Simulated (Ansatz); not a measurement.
# CrB2: the cost of one run

Computed with Ansatz 0.2.0, driven from Python. The levels of theory stand in the script.

## 1. Starting point

Symmetry: P6/mmm, No. 191, hexagonal system. Conventional cell: a = 2.970 Å, b = 2.970 Å, c = 3.070 Å, α = 90.00°, β = 90.00°, γ = 120.00°. Cr (site symmetry 6/mmm) has 12 B at 2.30 Å as nearest neighbours. Around B (site symmetry -6m2) lie 3 B at 1.71 Å and 6 Cr at 2.30 Å.

POSCAR, read by the script:

```text
CrB2
1.0
   2.97000000    0.00000000    0.00000000
  -1.48500000    2.57209545    0.00000000
   0.00000000    0.00000000    3.07000000
Cr B
1 2
Direct
   0.00000000    0.00000000    0.00000000
   0.33333333    0.66666667    0.50000000
   0.66666667    0.33333333    0.50000000
```

## 2. The code

lattice_crb2.py

```python
# -*- coding: utf-8 -*-
'''How the lattice of CrB2 depends on the functional.'''

import ansatz as az
from ase.io import read
import numpy as np

def edges_and_angles(cell):
    cell = np.asarray(cell)
    a, b, c = np.linalg.norm(cell, axis=1)
    cosines = cell[1] @ cell[2] / (b * c), cell[0] @ cell[2] / (a * c), cell[0] @ cell[1] / (a * b)
    return (a, b, c, *np.degrees(np.arccos(cosines)))

atoms = read('POSCAR', format='vasp')
crystal = az.Crystal.from_ase(atoms).moments(Cr=3)

calculation = (
    crystal.calculation()
    .kpoints(mesh=(10, 10, 8))
    .basis(41 * az.Ry)
    .spin('collinear')
    .occupations('cold')
    .relax(cell=True)
)

levels = [('pbesol', 'none'), ('pbesol', 'd3bj'), ('r2scan', 'd4')]
print('level            a       b       c    alpha   beta  gamma  V/atom  steps')
for name, dispersion in levels:
    seen = []
    run = calculation.functional(name, dispersion=dispersion).session().plan()
    out = run.execute(on_event=lambda e: seen.append(e) if e['event'] == 'relax_step' else None)
    cell = out.lattice.cell_ang
    label = name if dispersion == 'none' else f'{name}+{dispersion}'
    print('{:13s} {:7.4f} {:7.4f} {:7.4f} {:6.2f} {:6.2f} {:6.2f}'.format(label, *edges_and_angles(cell)), f'{abs(np.linalg.det(cell)) / len(out.lattice.sites):7.3f} {len(seen):5d}')
```

## 3. The input behind the calls

The package turns the script's settings into the engine's input (first run):

```yaml
crystal:
  lattice:
    - [2.97, 0.0, 0.0]
    - [-1.485, 2.57209545, 0.0]
    - [0.0, 0.0, 3.07]
  atoms:
    - { symbol: Cr, position: [0.0, 0.0, 0.0] }
    - { symbol: B, position: [0.33333333000000004, 0.66666667, 0.5] }
    - { symbol: B, position: [0.66666667, 0.33333333, 0.5] }
basis:
  ecutwfc: 557.833418042754
kpoints:
  mp_grid:
    grid: [10, 10, 8]
hamiltonian:
  xc: pbesol
  dispersion: none
magnetization:
  spin_polarized: true
  per_species:
    Cr: 3.0
scf:
  occupations:
    method: cold
relax:
  cell: {}
```

## 4. Launch

On the command line:

```bash
$ python lattice_crb2.py
```

Q: Estimate wall time and peak memory on 1 thread of Arm Neoverse V2, shared host.

About 100 s, with a peak of 0.58 GiB.
